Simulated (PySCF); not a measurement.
# Zr(NMe2)F3: geometry, NMR shifts and electronic excitations

Aim: predict the NMR shifts and electronic excitations of Zr(NMe2)F3 (`C[N](C)[Zr]([F])([F])[F]`).

Computed with PySCF 2.14.0, with density-fitted response routines of our own, on a single molecule in the gas phase. Atoms count from 0, in the outputs and in this text.

**1. Starting geometry**

13 atoms, charge 0, multiplicity 1; geometry from: GFN2-xTB. The atoms were then displaced at random by about 0.03 Å, so the start is not that level's minimum.

Bonds of the start (Å): Zr0–N1 1.99, Zr0–F10 1.77, Zr0–F11 1.94, Zr0–F12 1.85, N1–C2 1.43, N1–C3 1.36, C2–H4 1.10, C2–H5 1.14, C2–H6 1.07, C3–H7 1.14, C3–H8 1.16, C3–H9 1.14.

**2. Geometry optimisation at PBE0-D3(BJ)/def2-SVP**

Job settings and geometry (Å):

```
{"job": {"xc": "PBE0", "basis": "def2-SVP", "d3": "d3bj", "grid": 1, "maxiter": 40, "shake": 0.03, "kind": "geom"}, "charge": 0, "multiplicity": 1}
Zr     0.101840    -0.008950    -1.657680
N      0.301920     0.561980     0.238080
C      1.019080    -0.537590     0.815070
C     -0.924000     0.644190     0.826590
H      1.230160    -0.365400     1.881950
H      2.051190    -0.575520     0.344350
H      0.574520    -1.509550     0.737500
H     -1.542390     1.462650     0.336940
H     -1.575870    -0.311140     0.783070
H     -0.961040     0.855390     1.941670
F      1.736730    -0.148910    -2.319110
F     -1.039170     1.414090    -2.327300
F     -0.942350    -1.533330    -1.578930
```

On the command line:

```sh
OMP_NUM_THREADS=1 python probes_run.py task.json out
```

One launch serves the whole session: the jobs run in the order shown.

**Question.** This job is followed by: GIAO PBE0/pcSseg-1 Zr:def2-TZVP NMR shielding, non-relativistic, gas phase; TDDFT wB97X-D/def2-SVPD, vertical, gas phase, core orbitals frozen in the response; GIAO B3LYP/pcSseg-1 Zr:def2-TZVP NMR shielding, non-relativistic, gas phase. What will the session give for the following? point group; rotational constants (main isotopes); ¹³C shifts against TMS (PBE0/def2-TZVP+pcSseg-1, means over atoms taken as alike); ¹H shifts against TMS (PBE0/def2-TZVP+pcSseg-1, means over atoms taken as alike); ¹⁵N shifts against NH3 (PBE0/def2-TZVP+pcSseg-1); ¹⁹F shifts against CFCl3 (PBE0/def2-TZVP+pcSseg-1, means over atoms taken as alike); surface potential, 1st and 99th percentile; lowest singlet (wB97X-D/def2-SVPD); brightest single state of those computed; lowest triplet; vertical ionisation energy (ΔSCF); range of the shift of N1.

The runs gave:

```
                                                                           quantity                        value
                                                                        point group                           C1
                                               rotational constants (main isotopes)         2.07, 1.34, 1.17 GHz
  ¹³C shifts against TMS (PBE0/def2-TZVP+pcSseg-1, means over atoms taken as alike)                     40.8 ppm
   ¹H shifts against TMS (PBE0/def2-TZVP+pcSseg-1, means over atoms taken as alike)                     2.94 ppm
                                   ¹⁵N shifts against NH3 (PBE0/def2-TZVP+pcSseg-1)                    196.4 ppm
¹⁹F shifts against CFCl3 (PBE0/def2-TZVP+pcSseg-1, means over atoms taken as alike)                    148.6 ppm
                                              surface potential, 1st and 99th percentile           -1.23 V and 3.29 V
                                                 lowest singlet (wB97X-D/def2-SVPD)  4.72 eV (263 nm), f = 0.000
                                           brightest single state of those computed  state 5, 6.62 eV, f = 0.096
                                                                     lowest triplet                      4.61 eV
                                                  vertical ionisation energy (ΔSCF)                      9.06 eV
                                                           range of the shift of N1           196.4 to 205.2 ppm
```

The start was shaken at random, so part of the energy gained undoes that. Relaxing lowered the energy by 1.332 eV in 23 steps; the close pair that moved most is Zr0–C2, from 2.690 to 3.006 Å. No frequency check was run at this level, so the end point may be a saddle. At PBE0/def2-TZVP+pcSseg-1: The largest span, 547 ppm, is at F10, F11, F12, where the paramagnetic term is -445 ppm. By nearest atom (PBE0/def2-TZVP+pcSseg-1), the HOMO sits on N1 59 %; Zr0 8 % and the LUMO on Zr0 66 %; F10, F11 about 8 % each. The first singlet state (HOMO→LUMO 0.98) lies at 4.72 eV and is dark; of the 10 states computed, the strongest absorption comes from state 5 at 6.62 eV. The lowest triplet lies 0.11 eV below the lowest singlet (triplets in Tamm-Dancoff, singlets in full TDDFT). The orbital energy would give 8.97 eV for ionisation, ΔSCF gives 9.06 eV. Across the 2 runs the shift of N1 moves most, between 196.4 (PBE0/def2-TZVP+pcSseg-1) and 205.2 ppm (B3LYP/def2-TZVP+pcSseg-1). Spin-orbit coupling is left out, which matters for shieldings and couplings at and beside the heavy atoms.
